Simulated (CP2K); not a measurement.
Runs of CP2K 2026.2 on GaSb3. The structure is cubic, space group Fm-3m (No. 225). The conventional cell has a = 7.461 Å, b = 7.461 Å, c = 7.461 Å, α = 90.00°, β = 90.00°, γ = 90.00°. Sb (site symmetry m-3m) is surrounded by 8 Sb at 3.23 Å. Around Sb (site symmetry -43m) lie 4 Sb at 3.23 Å and 4 Ga at 3.23 Å. Ga (site symmetry m-3m) has 8 Sb at 3.23 Å as nearest neighbours. The cell comes from a database or a generator and needn't be the stable form of this composition.

```csv
level,potentials or basis,smearing,EPS_DEFAULT,NGRIDS,points a segment of the path (NPOINTS),bands added on the path,CUTOFF of the grids,gap on the mesh (eV),pressure (GPa)
LDA,"GTH_POTENTIALS Sb GTH-PADE-q5, Ga GTH-PADE-q13; TZVP-MOLOPT-PBE-GTH basis",fermi-dirac 0.0259 eV,1.0E-9,5,8,4,450 Ry,none,(a)
r2SCAN,"POTENTIAL_UZH Sb GTH-SCAN-q5, Ga GTH-SCAN-q13; TZVP-MOLOPT-SCAN-GTH basis",fermi-dirac 0.05 eV,1.0E-10,5,10,6,675 Ry,none,-1.6
PBEsol,"POTENTIAL_UZH Sb GTH-PBE-q5, Ga GTH-PBE-q13; TZVP-MOLOPT-PBE-GTH basis",fermi-dirac 0.0259 eV,1.0E-9,4,10,6,450 Ry,none,-1.2
PBE,"POTENTIAL_UZH Sb GTH-PBE-q5, Ga GTH-PBE-q13; TZVP-MOLOPT-PBE-GTH basis",fermi-dirac 0.1 eV,1.0E-9,5,8,6,450 Ry,none,0.5
```

Alike in all rows: task band structure; no spin polarisation; cell as given; k mesh 6 × 6 × 6.

Estimate the missing entries.

(a) -3.7.

Caveats: spin-orbit coupling is left out, which moves the levels of the heavy elements; the basis of atomic orbitals isn't converged, which shifts pressures, moduli and gaps; the potentials were made for another functional, which shifts forces and pressure (some runs).

A k mesh can miss the band edges, and the runs leave out spin-orbit coupling on Ga, Sb.

A gap of «none» marks a metal or a gap under the smearing width.
